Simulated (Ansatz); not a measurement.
# NaHF2: how the settings move a single-point run

Aim: see which settings change the result for NaHF2, by how much, and at what cost.

Computed with Ansatz 0.2.0 (reference: DFT, PBEsol, PAW with Ansatz's default frozen-core files, scalar-relativistic; levels and slopes on a fine mesh, independent-particle optical spectra, unless a step's input says otherwise).

1 further run of the same task is left out (it didn't finish). Runs told in other sessions of the task aren't counted.

## Step 1: The system as given

Symmetry: R-3m, No. 166, trigonal system. The conventional cell has a = 3.478 Å, b = 3.478 Å, c = 13.732 Å, α = 90.00°, β = 90.00°, γ = 120.00°. Na (site symmetry -3m) is surrounded by 6 F at 2.31 Å. Around H (site symmetry -3m) lie 2 F at 1.14 Å. Around F (site symmetry 3m) lie 1 H at 1.14 Å.

Coordinates:

```cif
data_structure
_symmetry_space_group_name_H-M 'R-3m:H'
_symmetry_Int_Tables_number 166
_cell_length_a 3.4782
_cell_length_b 3.4782
_cell_length_c 13.7319
_cell_angle_alpha 90.000
_cell_angle_beta 90.000
_cell_angle_gamma 120.000
_cell_volume 143.87
loop_
_atom_site_label
_atom_site_type_symbol
_atom_site_symmetry_multiplicity
_atom_site_Wyckoff_symbol
_atom_site_fract_x
_atom_site_fract_y
_atom_site_fract_z
_atom_site_occupancy
Na1 Na 3 a 0.00000 0.00000 0.00000 1
H1 H 3 b 0.66667 0.33333 0.83333 1
F1 F 6 c 0.66667 0.33333 0.75017 1
```

## Step 2: Reference

Input file input.yaml:

```yaml
crystal:
  lattice:
    - [1.73908916498, 1.00406359754, 4.57729614367]
    - [-1.73908916498, 1.00406359754, 4.57729614367]
    - [0.0, -2.00812719509, 4.57729614367]
  atoms:
    - { symbol: Na, position: [0.0, 0.0, 0.0] }
    - { symbol: H, position: [0.5, 0.5, 0.5] }
    - { symbol: F, position: [0.416832483723, 0.416832483723, 0.416832483723] }
    - { symbol: F, position: [0.583167516277, 0.583167516277, 0.583167516277] }
kpoints:
  mp_grid: { grid: [8, 8, 8] }
scf:
  occupations: { method: fixed }
hamiltonian:
  xc: pbesol
  pseudopotentials: { kind: paw }
output:
  forces: true
  stress: true
  eigenvalues: true
  eigenstates:
    nscf_kmesh: { grid: [12, 12, 12] }
    de_dk: true
    e_range: [-9, 16.90259917158]
  optics:
    e_range: [0, 25]
    de: 0.2
    sigma: 0.15
    bands: { spectra_wanted_up_to: 25 }
    nscf_kmesh: { grid: [12, 12, 12] }
checkpoint:
  write: ck
  write_wavefunctions: false
```

The run is started by

```bash
ansatz run input.yaml --threads 2 --pin off --max-ram 6144MiB --backend cpu --events-out ev --progress --plain --runs-dir out
```

## Step 3: Variant: occupations.method methfessel_paxton, occupations.width 0.1, ecutwfc 29.4 Ry

Changes to input.yaml since step 2:

```diff
@@ -13,3 +13,3 @@
 scf:
-  occupations: { method: fixed }
+  occupations: { method: methfessel_paxton, width: 0.1 }
 hamiltonian:
@@ -34 +34,3 @@
   write_wavefunctions: false
+basis:
+  ecutwfc: "29.4 Ry"
```

What does the calculation give? Wanted: for each run, ending; energy change; pressure; gap; force.

**Answer**, as computed:

| run | ending | energy change | pressure (GPa) | gap (eV) | force (eV/Å) | cycles | time |
| --- | --- | --- | --- | --- | --- | --- | --- |
| reference | converged | 0 | 0.0 | 6.90 | 0.00 | - | 43 s |
| 1: occupations.method methfessel_paxton, occupations.width 0.1, ecutwfc 29.4 Ry | converged | +4.9 meV/atom (σ→0) | 0.0 | 6.90 | 0.00 | 8 | 40 s |

Residual by cycle in the longest SCF loop of each run; runs are numbered as in the table. The quantity is the density residual dr2, in eV.

```
cycle  reference    run 1
    1     0.0231   0.0246
    2    0.00294  0.00324
    3     5.5e-5   5.5e-5
    4     2.8e-6   2.9e-6
    5     6.3e-8   5.4e-8
    6     1.7e-9   1.4e-9
    7    7.0e-11  5.7e-11
    8    1.1e-12  1.4e-12
```

What this shows: Changing the smearing and cutoff moves the energy by +4.9 meV/atom (σ→0 values). More than one kind of setting changed, and this run alone doesn't tell their shares apart. The log warns that the cutoff is under what these potentials recommend, so the shift holds truncation error. Run 1 ran under the cutoff that the potentials recommend, as the log warns, so basis error is mixed into its values.

These are semilocal Kohn-Sham gaps, which aren't the measured quantity. Such gaps usually fall short of the measured ones.
